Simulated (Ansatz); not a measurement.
Relaxation of a periodic cell of 17 atoms, LiSi16 (host Si, host structure diamond, interstitial Li), to a largest force component of 0.08 eV/Å in at most 25 steps.

These are results of DFT PBEsol, scalar-relativistic, plane waves, PAW (Ansatz 0.2.0), not measurements. Settings: PAW set soft_1, cutoff 420 eV, k mesh 2x2x2, fermi-dirac smearing 0.05 eV, spin collinear.

```xyz
17
Lattice="0.0000 5.4300 5.4300 5.4300 0.0000 5.4300 5.4300 5.4300 0.0000" Properties=species:S:1:pos:R:3:forces:R:3
Si 0.000 0.000 0.000 -0.01 0.25 -0.01
Si 1.357 1.357 1.357 0.15 -0.16 0.15
Si 2.715 2.715 0.000 -0.31 0.02 0.01
Si 4.072 4.072 1.357 -0.48 0.53 0.54
Si 2.715 0.000 2.715 0.01 0.01 0.01
Si 4.072 1.357 4.072 -0.14 -0.14 -0.14
Si 5.430 2.715 2.715 -0.01 -0.01 0.24
Si 6.787 4.072 4.072 0.15 0.15 -0.15
Si 0.000 2.715 2.715 0.01 0.02 -0.31
Si 1.357 4.072 4.072 0.54 0.53 -0.48
Si 2.715 5.430 2.715 -0.01 0.00 -0.01
Si 4.072 6.787 4.072 -0.71 -0.73 -0.71
Si 2.715 2.715 5.430 0.23 -0.01 -0.01
Si 4.072 4.072 6.787 -0.15 0.15 0.15
Si 5.430 5.430 5.430 0.02 -0.29 0.02
Si 6.787 6.787 6.787 0.49 -0.44 0.49
Li 5.383 8.116 5.384 0.23 0.15 0.22
```

Q: Where does it end, and by what steps?

A: The run converged. Limits of this set-up: PAW files made for another functional, a small cell, in which the defect meets its images. After 2 steps the energy has fallen by 0.140 eV; Si12 moved furthest, 0.06 Å.

```tsv
step	energy less start (eV)	largest force component (eV/Å)	accepted
0	0.0000	0.726	yes
1	-0.1297	0.186	yes
2	-0.1403	0.032	yes
```

```xyz
17
Lattice="0.0000 5.4300 5.4300 5.4300 0.0000 5.4300 5.4300 5.4300 0.0000" Properties=species:S:1:pos:R:3
Si -0.001 0.017 -0.001
Si 1.369 1.344 1.369
Si 2.694 2.713 -0.002
Si 4.042 4.102 1.386
Si 2.715 0.000 2.715
Si 4.060 1.345 4.060
Si 5.429 2.715 2.732
Si 6.799 4.085 4.059
Si -0.002 2.713 2.694
Si 1.386 4.102 4.043
Si 2.708 5.426 2.709
Si 4.035 6.751 4.036
Si 2.732 2.715 5.429
Si 4.059 4.085 6.799
Si 5.427 5.410 5.427
Si 6.814 6.760 6.814
Li 5.414 8.135 5.414
```

Whether the end is a true minimum wasn't checked by a vibrational analysis.

Time of the run: 44 s on 1 thread of Arm Neoverse V1 (shared host), peak memory 0.65 GiB.
